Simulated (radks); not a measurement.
**Fractional charge and spin in the 5p shell of erbium**

An exercise on one series of results from a longer session: the logs are not shown, and one member is left open.

The numbers are computed with radks (a radial shooting solver on a logarithmic mesh, Libxc functionals) version 1 (scalar-relativistic Kohn-Sham, BLYP, spin-polarised, spherical densities, point nucleus), except any that are marked as measured or tabulated.

## What is computed

* element: erbium (Z = 68)
* configuration: [Kr] 4d10 4f(up 6, down 6) 5s2 6s2 5p(up 3, down 3)

A shell typed twice in an input gives spin up, then spin down.

Set-up of the first run:

Input:

```text
Z 68
configuration [Kr] 4d10 4f6 4f6 5s2 6s2 5p3 5p3
relativity scalar-relativistic
functional b88,lyp
spin polarised
nucleus point
c 137.035999084
```

Steps of the session up to this table: 5p: up 3, down 3.

One table of the session follows, with a row left open; its other results are not shown here.

It belongs to the step «5p: up 3, down 3». Radial moments (bohr):

| level | <r> | outermost maximum (interpolated) | 90 % within | nodes |
| --- | --- | --- | --- | --- |
| 3d | 0.2038 | 0.166 | 0.317 | 0 |
| 4s | ? | ? | ? | ? |
| 4p | 0.5390 | 0.495 | 0.784 | 2 |
| 4d | 0.5838 | 0.512 | 0.878 | 1 |
| 5s | 1.253 | 1.11 | 1.81 | 4 |
| 5p | 1.500 | 1.28 | 2.22 | 3 |
| 6s | 3.998 | 3.32 | 5.98 | 5 |
| 4f | 0.8343 | 0.509 | 1.47 | 0 |

Q: Estimate the row for 4s from the others.

The run gave: <r>: 0.5081; outermost maximum (interpolated): 0.474; 90 % within: 0.730; nodes: 3. In the column «<r>» it lies between 3d (0.2038) and 4p (0.5390).
